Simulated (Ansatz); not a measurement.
# CH2BFS: trial inputs and their diagnosis

Aim: try 3 inputs for CH2BFS as typed, read how each ends, and find what has to change.

Computed with Ansatz 0.2.0, Gaussian basis. Level: the settings change from run to run.

**1. The geometry**

The geometry comes from an earlier relaxation with PBE0-D4 in a triple-zeta def2 set; it is a stationary point.

6 atoms, charge 0, spin multiplicity 1.

Atoms are counted from 1 here; the program's logs count them from 0.

Bond lengths: F1–C2 1.363 Å, C2–B3 1.532 Å, C2–S4 1.844 Å, C2–H5 1.086 Å, B3–S4 1.739 Å, B3–H6 1.181 Å. Angles: F1–C2–B3 119.7°, F1–C2–S4 115.5°, F1–C2–H5 110.1°, B3–C2–S4 61.2°, B3–C2–H5 126.3°, S4–C2–H5 114.0°, C2–B3–S4 68.3°, C2–B3–H6 149.0°, S4–B3–H6 142.6°, C2–S4–B3 50.5°.

Geometry (Å):

```xyz
6
charge 0, multiplicity 1
F     0.4935   -0.6140   -1.5529
C    -0.0410    0.1890   -0.5903
B     0.2498   -0.0998    0.8862
S    -1.3612   -0.5800    0.4425
H    -0.3162    1.1490   -1.0157
H     1.0170   -0.1083    1.7841
```

**2. Attempt 1**

in.yaml

```yaml
crystal:
  periodic: [false, false, false]
  atoms:
    - {symbol: F, position_ang: [0.518209, -0.644653, -1.630528]}
    - {symbol: C, position_ang: [-0.043008, 0.198498, -0.619803]}
    - {symbol: B, position_ang: [0.262313, -0.104776, 0.930546]}
    - {symbol: S, position_ang: [-1.429224, -0.609009, 0.464617]}
    - {symbol: H, position_ang: [-0.332019, 1.206483, -1.066519]}
    - {symbol: H, position_ang: [1.067828, -0.113744, 1.873282]}
basis:
  gaussian: {orbitals: STO-3G}
hamiltonian: {xc: {name: HF}}
correlation: {active_space: {window: {electrons: 3, orbitals: 2}}}
output: {forces: true}
```

On the command line:

```bash
$ ansatz run in.yaml --threads 2 --pin off --events-out ev --progress --plain --max-ram 4352MiB
```

Log:

```text
Functional definition: HF
  name "HF"
  cite "Fock, Z. Phys. 61, 126 (1930) doi:10.1007/BF01340294"
  parent pbe
  exchange = exact_x
  correlation = 0
333 factors; integrals over basis functions are off by at most 1.1e-4 eV
mean field evaluation 1: about -15073.9050 eV, gradient 3.0e1 eV
mean field evaluation 2: about -15074.0127 eV, gradient 3.0e1 eV
mean field evaluation 4: about -15077.8361 eV, gradient 2.9e0 eV
mean field evaluation 8: about -15077.8884 eV, gradient 1.3e-1 eV
mean field -15077.88871343 eV, -554.1021900586 hartree, gradient 2.3e-6 eV, S^2 0.000000; 0 other end points of the search recorded, 0 dependent functions left out
reference -15077.88871343 eV, -554.1021900586 hartree; 19, 19 occupied and 7, 7 virtual orbitals, 333 factors
Error: 3 electrons in 2 orbitals form no window around the highest filled level of the reference
```

It took 0.1 s on 2 threads of Arm Neoverse V1, shared host.

What is wrong: The run stopped with an error. The active space doesn't fit the electrons. Its coordinates are also moved off the relaxed structure. Fix: choose a window whose electrons and orbitals fit the reference.

**3. Attempt 2**

in.yaml

```yaml
crystal:
  periodic: [false, false, false]
  atoms:
    - {symbol: F, position_ang: [0.493532, -0.613955, -1.552884]}
    - {symbol: C, position_ang: [-0.040960, 0.189046, -0.590288]}
    - {symbol: B, position_ang: [0.249822, -0.099787, 0.886234]}
    - {symbol: S, position_ang: [-1.361165, -0.580008, 0.442493]}
    - {symbol: H, position_ang: [-0.316209, 1.149032, -1.015732]}
    - {symbol: H, position_ang: [1.016979, -0.108328, 1.784078]}
basis:
  gaussian: {orbitals: cc-pVDZ, final_grid: {core_spheres: 5, valence_spheres: 4, degree: 11}}
magnetization: {spin_polarized: true, initial_magnetization: 0}
hamiltonian: {xc: {name: HF}, dispersion: d4}
```

The command is unchanged.

Log:

```text
Functional definition: HF
  name "HF"
  cite "Fock, Z. Phys. 61, 126 (1930) doi:10.1007/BF01340294"
  parent pbe
  exchange = exact_x
  correlation = 0
669 factors; integrals over basis functions are off by at most 1.0e-3 eV
mean field evaluation 1: about -15254.9361 eV, gradient 1.5e1 eV
mean field evaluation 2: about -15255.0822 eV, gradient 1.6e1 eV
mean field evaluation 4: about -15256.4432 eV, gradient 2.2e0 eV
mean field evaluation 8: about -15256.4795 eV, gradient 1.4e-1 eV
mean field -15256.48001232 eV, -560.6652992392 hartree, gradient 2.8e-5 eV, S^2 0.000000; 0 other end points of the search recorded, 0 dependent functions left out
reference -15256.48001232 eV, -560.6652992392 hartree; 19, 19 occupied and 51, 51 virtual orbitals, 669 factors
Total energy: -15256.90287677 eV, -560.6808392211 hartree
```

Wall time 0.45 s (2 threads of Arm Neoverse V1, shared host).

The program accepted this input and the run converged.

**4. Attempt 3**

in.yaml

```yaml
crystal:
  periodic: [true, true, true]
  atoms:
    - {symbol: F, position_ang: [0.493532, -0.613955, -1.552884]}
    - {symbol: C, position_ang: [-0.040960, 0.189046, -0.590288]}
    - {symbol: B, position_ang: [0.249822, -0.099787, 0.886234]}
    - {symbol: S, position_ang: [-1.361165, -0.580008, 0.442493]}
    - {symbol: H, position_ang: [-0.316209, 1.149032, -1.015732]}
    - {symbol: H, position_ang: [1.016979, -0.108328, 1.784078]}
basis:
  gaussian: {orbitals: def2-SVP}
hamiltonian: {xc: {name: wPBEh}, pseudopotentials: {relativity: none}}
```

Launched as before.

Log:

```text
Error: YAML parse error: error: line 2 column 3: crystal: missing field `lattice` (a structure is typed as `lattice` and `atoms`, a molecule's as `atoms` in Å alone, or read from a run's directory, `checkpoint`)
 --> <input>:2:3
  |
1 | crystal:
2 |   periodic: [true, true, true]
  |   ^ crystal: missing field `lattice` (a structure is typed as `lattice` and `atoms`, a molecule's as `atoms` in Å alone, or read from a run's directory, `checkpoint`)
3 |   atoms:
4 |     - {symbol: F, position_ang: [0.493532, -0.613955, -1.552884]}
  |
```

It took 0.05 s on 2 threads of Arm Neoverse V1, shared host.

What is wrong: The program refused the input. The molecule is marked periodic without a cell. Cure: set periodic to false, or give a lattice.

**5. Summary**

```tsv
attempt	level	ended	cause	time
1	HF/STO-3G	stopped by an error	the active space doesn't fit the electrons	0.1 s
2	HF/cc-pVDZ	converged		0.45 s
3	wPBEh/def2-SVP	refused	the molecule is marked periodic without a cell	0.05 s
```

**Reading.** 1 stopped by an error, 1 converged, 1 refused. A refusal costs next to no computing time.
